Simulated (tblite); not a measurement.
# C6H12O2SSi: the cost of one run

The runs use tblite 0.8.0 and PySCF 2.14.0, with density-fitted response routines of our own; the level of theory stands in each step. All values are computed, except where a source is named. Atoms are numbered from 0 throughout.

## Step 1: Starting geometry

22 atoms, charge 0, multiplicity 1; geometry from: force field or distance geometry start.

Bonds of the start (Å): C0–C1 1.52, C1–O2 1.22, C1–C3 1.49, C3–C4 1.49, C4–C5 1.51, C5–Si6 1.87, C5–S7 1.85, S7–C8 1.81, S7–O9 1.50, C5–C3 1.51, C0–H10 1.10, C0–H11 1.09, C0–H12 1.09, C3–H13 1.10, C4–H14 1.09, C4–H15 1.09, Si6–H16 1.48, Si6–H17 1.49, Si6–H18 1.48, C8–H19 1.09, C8–H20 1.10, C8–H21 1.09.

## Step 2: Optimising the geometry with GFN2-xTB

What the job is given:

```
{"job": {"kind": "relax", "xc": "GFN2-xTB", "basis": "xTB"}, "charge": 0, "multiplicity": 1}
C      2.087600    -1.235200     1.560900
C      1.791100    -0.152000     0.542600
O      2.407000     0.906700     0.533300
C      0.718700    -0.460800    -0.438900
C      0.698000     0.193200    -1.780300
C     -0.389600     0.504100    -0.778700
Si    -0.497700     2.275300    -0.184400
S     -2.005700    -0.302700    -1.168800
C     -2.485100    -0.667000     0.540200
O     -1.685800    -1.623800    -1.811800
H      1.159300    -1.483100     2.101100
H      2.465900    -2.121700     1.057100
H      2.818600    -0.874500     2.288800
H      0.472800    -1.528500    -0.447200
H      0.466300    -0.418600    -2.645900
H      1.471400     0.926700    -1.990900
H     -1.696300     2.927000    -0.765200
H     -0.692000     2.274900     1.293100
H      0.679100     3.093000    -0.554400
H     -3.389600    -1.275200     0.526700
H     -2.707900     0.273100     1.072700
H     -1.696400    -1.211400     1.049200
```

Command:

```sh
$ OMP_NUM_THREADS=1 python probes_run.py task.json out
```

One launch serves the whole session: the jobs run in the order shown.

**Question.** How long does this first job take on 1 thread of Arm Neoverse N1, shared host, and how much memory does it need?

About 1.9 s, with a peak of 0.18 GiB.
